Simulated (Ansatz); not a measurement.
Predict the output of the script below (Ansatz 0.2.0 through its Python package).

`edit.py`
```python
"""Editing single keys of the input for MnS."""

import warnings

import ansatz as az

warnings.simplefilter("ignore", az.DeckWarning)

crystal = (
    az.Lattice.fcc(5.209)
    .space_group(225)
    .atom("Mn", (0.0, 0.0, 0.0))
    .atom("S", (0.5, 0.0, 0.0))
    .primitive()
    .moments(Mn=5.2)
)

base = (
    crystal.calculation()
    .kpoints(8, 8, 8)
    .functional("r2scan")
    .hubbard("Mn", "d", u_eff=3.5)
    .pseudopotentials("paw")
    .basis(39 * az.Ry)
    .occupations("fermi_dirac", width=0.05)
    .spin("collinear")
    .band_table()
)
typed = base.input()
rows = []
for value in [2, 5, 10]:
    edited = typed.set(az.key.scf.mixing.ndim, value)
    report = az.Session.from_dict(edited).plan().execute().report
    rows.append((value, report["free_energy_ev"], report["n_iterations"], len(report["eigenvalues_ev"][0]) if "eigenvalues_ev" in report else 0))
for row in rows:
    print("; ".join(f"{name} = {round(v, 4) if isinstance(v, float) else v}" for name, v in zip(["history", "F eV", "iterations", "bands listed"], row)))
```

```console
$ python edit.py
history = 2; F eV = -4811.3454; iterations = 14; bands listed = 18
history = 5; F eV = -4811.3454; iterations = 14; bands listed = 18
history = 10; F eV = -4811.3454; iterations = 12; bands listed = 18
```

Absolute energies stand on the zero of these potentials, so only differences at equal settings mean something. A total without «per atom» is that of the cell as typed. Other magnetic orders than the one started from may lie lower. With one magnetic atom the cell can hold only ferromagnetic order. Of the deposited cell: the entry's cell lengths or inner coordinates differ somewhat from later room-temperature determinations. The starting cell is as deposited in a crystallographic database; the results hold for this polymorph, which needn't be the stable one. It ran for 29 s on 1 thread of Arm Neoverse V1 (shared host), peak memory 0.49 GiB.

(Lines on the test bed's own set-up are left out of the output.)
